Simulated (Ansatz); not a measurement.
# Nb (bcc type): how the settings move a relaxation

How sensitive is a relaxation of Nb (bcc type) to its settings? A reference run comes first, then one run with altered input.

Program: Ansatz 0.2.0. Level of theory: reference: DFT, PBE, PAW with Ansatz's default frozen-core files, scalar-relativistic. These are calculated values, not measurements.

### Step 1. The system as given

The structure is cubic, space group Im-3m (No. 229). Conventional cell: a = 3.310 Å, b = 3.310 Å, c = 3.310 Å, α = 90.00°, β = 90.00°, γ = 90.00°. Nb (site symmetry m-3m) has 8 Nb at 2.87 Å as nearest neighbours.

As a file:

```
Nb
1.0
    -1.65481    1.65481    1.65481
     1.65481   -1.65481    1.65481
     1.65481    1.65481   -1.65481
Nb
1
Direct
  0.00000 0.00000 0.00000
```

### Step 2. Reference

Input file input.yaml:

```yaml
crystal:
  lattice:
    - [-1.6548069191, 1.6548069191, 1.6548069191]
    - [1.6548069191, -1.6548069191, 1.6548069191]
    - [1.6548069191, 1.6548069191, -1.6548069191]
  atoms:
    - { symbol: Nb, position: [0.0, 0.0, 0.0] }
kpoints:
  mp_grid: { grid: [18, 18, 18] }
scf:
  occupations: { method: fermi_dirac, width: 0.08 }
hamiltonian:
  xc: pbe
  pseudopotentials: { kind: paw }
output:
  forces: true
  stress: true
relax:
  f_tol: 0.005
  max_steps: 40
  cell: {}
```

Run with:

```
$ ansatz run input.yaml --threads 3 --pin off --max-ram 8192MiB --backend cpu --events-out ev --progress --plain --runs-dir out
```

### Step 3. Variant: mixing.algorithm broyden, mixing.beta 0.7, eigensolver.kind davidson, ecutwfc 40.4 Ry

input.yaml, as its differences from that of step 2:

```diff
@@ -11,2 +11,4 @@
   occupations: { method: fermi_dirac, width: 0.08 }
+  mixing: { algorithm: broyden, beta: 0.7 }
+  eigensolver: { kind: davidson }
 hamiltonian:
@@ -17,2 +19,6 @@
   stress: true
+  write_density: true
+  write_potential: true
+  elf: true
+  volumetric_format: npy
 relax:
@@ -21 +27,3 @@
   cell: {}
+basis:
+  ecutwfc: "40.4 Ry"
```

**Question.** What will these runs give? Wanted: for each run, ending; energy change; pressure; gap; force.

The runs gave:

| run | ending | energy change | pressure (GPa) | gap (eV) | force (eV/Å) | cycles | time |
| --- | --- | --- | --- | --- | --- | --- | --- |
| reference | converged | 0 | 0.0 | 0.00 | 0.00 | 17 | 2.6 s |
| 1: mixing.algorithm broyden, mixing.beta 0.7, eigensolver.kind davidson, ecutwfc 40.4 Ry | converged | -0.6 meV/atom | 0.0 | 0.00 | 0.00 | 15 | 4.1 s |

Times don't compare one to one where runs were asked for different outputs or read a saved state (see the inputs); cycles may leave out searches for a lower state.

What this shows: Changing the mixing, solver and cutoff moves the energy by -0.6 meV/atom.
